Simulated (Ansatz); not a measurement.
# C2H9FN2Si: one species, many methods

One table from this session's results is given with a row withheld; the runs are named, their logs left out.

Program: Ansatz 0.2.0, Gaussian basis. Level of theory: functionals in def2-TZVPP, the program's frozen cores in correlated methods. These are calculated values, not measurements.

The runs, in order: PBE-D4, r2SCAN-D4, PBE0-D4, B3LYP-D4, ωB97X-V, ωB97M-V, B2PLYP; CCSD(T)/def2-TZVPP; MP2/def2-QZVPP; extrapolation to the limit.

## The relaxed structure

An earlier PBE0-D4 in a triple-zeta def2 set relaxation fixed the geometry.

SMILES `CN(C)[SiH](N)F`, 15 atoms, charge 0, spin multiplicity 1.

Atoms are counted from 1 here; the program's logs count them from 0.

Bond lengths: C1–N2 1.443 Å, C1–H7 1.099 Å, C1–H8 1.097 Å, C1–H9 1.092 Å, N2–C3 1.444 Å, N2–Si4 1.697 Å, C3–H10 1.091 Å, C3–H11 1.098 Å, C3–H12 1.098 Å, Si4–N5 1.701 Å, Si4–F6 1.606 Å, Si4–H13 1.482 Å, N5–H14 1.006 Å, N5–H15 1.005 Å. Angles: N2–C1–H7 111.9°, N2–C1–H8 110.8°, N2–C1–H9 110.5°, H7–C1–H8 107.6°, H7–C1–H9 108.0°, H8–C1–H9 107.9°, C1–N2–C3 113.6°, C1–N2–Si4 122.2°, C3–N2–Si4 123.0°, N2–C3–H10 110.2°, N2–C3–H11 110.8°, N2–C3–H12 111.7°, H10–C3–H11 108.2°, H10–C3–H12 108.3°, H11–C3–H12 107.6°, N2–Si4–N5 109.3°, N2–Si4–F6 115.7°, N2–Si4–H13 105.9° and more.

The first run:

in.yaml reads:

```yaml
crystal:
  periodic: [false, false, false]
  atoms:
    - {symbol: C, position_ang: [0.884709, 1.120833, -1.202542]}
    - {symbol: N, position_ang: [0.250071, 0.122018, -0.377214]}
    - {symbol: C, position_ang: [0.423460, -1.226859, -0.863971]}
    - {symbol: Si, position_ang: [-0.850639, 0.528507, 0.848620]}
    - {symbol: N, position_ang: [-0.805224, -0.660471, 2.063539]}
    - {symbol: F, position_ang: [-2.398166, 0.543739, 0.418927]}
    - {symbol: H, position_ang: [0.485879, 1.120284, -2.226117]}
    - {symbol: H, position_ang: [1.965851, 0.943827, -1.267635]}
    - {symbol: H, position_ang: [0.732392, 2.116978, -0.782290]}
    - {symbol: H, position_ang: [-0.068517, -1.934972, -0.195950]}
    - {symbol: H, position_ang: [1.488335, -1.487820, -0.915693]}
    - {symbol: H, position_ang: [0.002177, -1.352254, -1.870576]}
    - {symbol: H, position_ang: [-0.546574, 1.931318, 1.217385]}
    - {symbol: H, position_ang: [-1.614907, -0.846907, 2.630642]}
    - {symbol: H, position_ang: [0.051172, -0.918220, 2.522886]}
basis:
  gaussian: {orbitals: def2-TZVPP}
hamiltonian: {xc: pbe, dispersion: d4}
output: {forces: true, orbitals: {seedname: orbitals}}
```

Command:

```sh
$ ansatz run in.yaml --threads 2 --pin off --events-out ev --progress --plain --max-ram 22528MiB --backend cuda --devices 0, --max-vram 18GiB
```

Steps of the session up to this table: PBE-D4 (GGA); r2SCAN-D4 (meta-GGA); PBE0-D4 (hybrid); B3LYP-D4 (hybrid); ωB97X-V (range-separated); ωB97M-V (range-separated); B2PLYP (double hybrid); CCSD(T) in def2-TZVPP; MP2 in def2-QZVPP.

One of the session's tables, all rows but one given; the rest of the session is left out.

```
            method  atomisation energy (kJ/mol)
            PBE-D4                       5763.0
         r2SCAN-D4                       5659.3
           PBE0-D4                       5667.2
          B3LYP-D4                       5689.9
           ωB97X-V                            ?
           ωB97M-V                       5699.1
            B2PLYP                       5621.8
     HF/def2-TZVPP                       4093.5
    MP2/def2-TZVPP                       5597.6
   CCSD/def2-TZVPP                       5447.3
CCSD(T)/def2-TZVPP                       5522.1
           MP2/CBS                       5758.6
       CCSD(T)/CBS                       5683.1
```

Q: Estimate the row for ωB97X-V from the others.

The run gave: atomisation energy (kJ/mol): 5699.6. In the column «atomisation energy (kJ/mol)» it lies between ωB97M-V (5699.1) and MP2/CBS (5758.6).

Limits of these values: Free atoms (2 C, 2 N, 1 Si, 1 F, 9 H) were run apart at each level; the atomisation energy is their sum less the molecule, without zero-point or spin-orbit terms.
